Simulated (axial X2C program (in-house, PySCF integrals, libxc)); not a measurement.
# NGeN²⁺: bond lengths and stretches, held linear

Aim: the two bond lengths and stretching wavenumbers of linear NGeN²⁺, with and without spin–orbit coupling, at HF, TPSSh, MP2.

Method: all-electron X2C, two-component (2c) or spin-free, N dyall-av3z, Ge dyall-v3z; program: an in-house X2C program for linear molecules on PySCF integrals.

All values are calculated.

2 further runs of the same task are left out: 2 set aside as unsound or not needed.

## (1) The job

The input, task.json:

```json
{
 "zs": [
  7,
  32,
  7
 ],
 "q": 2,
 "bas": [
  "dyall-av3z",
  "dyall-v3z",
  "dyall-av3z"
 ],
 "r0": [
  1.71,
  1.71
 ],
 "symm": 1,
 "scan": [
  "PBE0",
  "HF",
  "TPSSh"
 ],
 "levels": [
  "PBE0",
  "HF",
  "TPSSh"
 ],
 "nst": 2
}
```

Keys: zs atomic numbers; q charge; bas basis sets; r0 starting distance in Å; symm equal bonds; scan levels of the two-bond scan (MP2 follows by itself at each HF point); levels methods; nst determinants followed.

Command:

```sh
> python solin.py task.json out
```

Masses N 14.003, Ge 73.921, N 14.003 u.

## (2) Scan at HF, 2c

State: Ω = 2 (beyond evenly filled blocks: 2 × ω = -1/2, 2 × ω = 3/2). Energies above the lowest point, from the job's result record:

| r(N–Ge) (Å) | r(Ge–N) (Å) | E (meV) |
| --- | --- | --- |
| 1.9149 | 1.9149 | 26.09 |
| 1.9149 | 1.9640 | 12.15 |
| 1.9149 | 2.0131 | 16.45 |
| 1.9640 | 1.9149 | 12.15 |
| 1.9640 | 1.9640 | 0.00 |
| 1.9640 | 2.0131 | 6.30 |
| 1.9640 | 2.0622 | 25.35 |
| 2.0131 | 1.9149 | 16.45 |
| 2.0131 | 1.9640 | 6.30 |
| 2.0131 | 2.0131 | 14.77 |
| 2.0622 | 1.9640 | 25.35 |
| 2.0622 | 2.0622 | 59.91 |

A quadratic surface with cubic terms in each bond gives the minimum at 1.969 and 1.969 Å, force constants 1.2, 1.2 and coupling 0.14 mdyn/Å.

## (3) Scan at TPSSh, 2c

State: Ω = 2 (beyond evenly filled blocks: 2 × ω = -1/2, 2 × ω = 3/2). Energies above the lowest point, from the job's result record:

| r(N–Ge) (Å) | r(Ge–N) (Å) | E (meV) |
| --- | --- | --- |
| 1.9149 | 1.9149 | 38.30 |
| 1.9149 | 1.9640 | 19.05 |
| 1.9149 | 2.0131 | 23.67 |
| 1.9640 | 1.9149 | 19.05 |
| 1.9640 | 1.9640 | 0.00 |
| 1.9640 | 2.0131 | 4.99 |
| 1.9640 | 2.0622 | 26.89 |
| 2.0131 | 1.9149 | 23.67 |
| 2.0131 | 1.9640 | 4.99 |
| 2.0131 | 2.0131 | 10.64 |
| 2.0622 | 1.9640 | 26.89 |
| 2.0622 | 2.0622 | 57.83 |

A quadratic surface with cubic terms in each bond gives the minimum at 1.976 and 1.976 Å, force constants 1.5, 1.5 and coupling 0.05 mdyn/Å.

## (4) Scan at MP2, 2c

State: Ω = 2 (beyond evenly filled blocks: 2 × ω = -1/2, 2 × ω = 3/2). Energies above the lowest point, from the job's result record:

| r(N–Ge) (Å) | r(Ge–N) (Å) | E (meV) |
| --- | --- | --- |
| 1.9149 | 1.9149 | 6.31 |
| 1.9149 | 1.9640 | 4.29 |
| 1.9149 | 2.0131 | 27.06 |
| 1.9640 | 1.9149 | 4.29 |
| 1.9640 | 1.9640 | 0.00 |
| 1.9640 | 2.0131 | 20.94 |
| 1.9640 | 2.0622 | 60.28 |
| 2.0131 | 1.9149 | 27.06 |
| 2.0131 | 1.9640 | 20.94 |
| 2.0131 | 2.0131 | 40.27 |
| 2.0622 | 1.9640 | 60.28 |
| 2.0622 | 2.0622 | 115.12 |

A quadratic surface with cubic terms in each bond gives the minimum at 1.945 and 1.945 Å, force constants 1.86, 1.86 and coupling -0.11 mdyn/Å.

## (5) The levels side by side

| level | r(N–Ge) (Å) | r(Ge–N) (Å) | lower stretch (cm⁻¹) | upper stretch (cm⁻¹) |
| --- | --- | --- | --- | --- |
| HF, 2c | 1.969 | 1.969 | 403.1 | 419.6 |
| TPSSh, 2c | 1.976 | 1.976 | 433.1 | 492.6 |
| MP2, 2c | 1.945 | 1.945 | 460.9 | 573.1 |
| HF, spin-free | 1.968 | 1.968 | 403.3 | 419.6 |
| TPSSh, spin-free | 1.975 | 1.975 | 433.3 | 492.7 |
| MP2, spin-free | 1.945 | 1.945 | 461.1 | 573.7 |

Scans not shown above were run alike.

What this shows: Over the levels the N–Ge bond spans 1.945 to 1.976 Å and the Ge–N bond 1.945 to 1.976 Å. At HF spin–orbit coupling leaves both bonds unchanged to 0.001 Å. Each state is one determinant, the lowest of a limited PBE0 search; the stretches come from a fit to few points and are good to some per cent at best. The levels spread by more than a fifth in the stretches, which depend strongly on the method. MP2 freezes inner shells (threshold -2 hartree). A multiply charged ion may be only metastable. The molecule was held linear; bending was not examined, so a bent shape may lie lower. Open-shell Ω = 0 determinants with evenly filled partner blocks cannot be reached by this program, so the Ω shown need not be the lowest component. Note: several unpaired electrons, one determinant need not be a pure state.
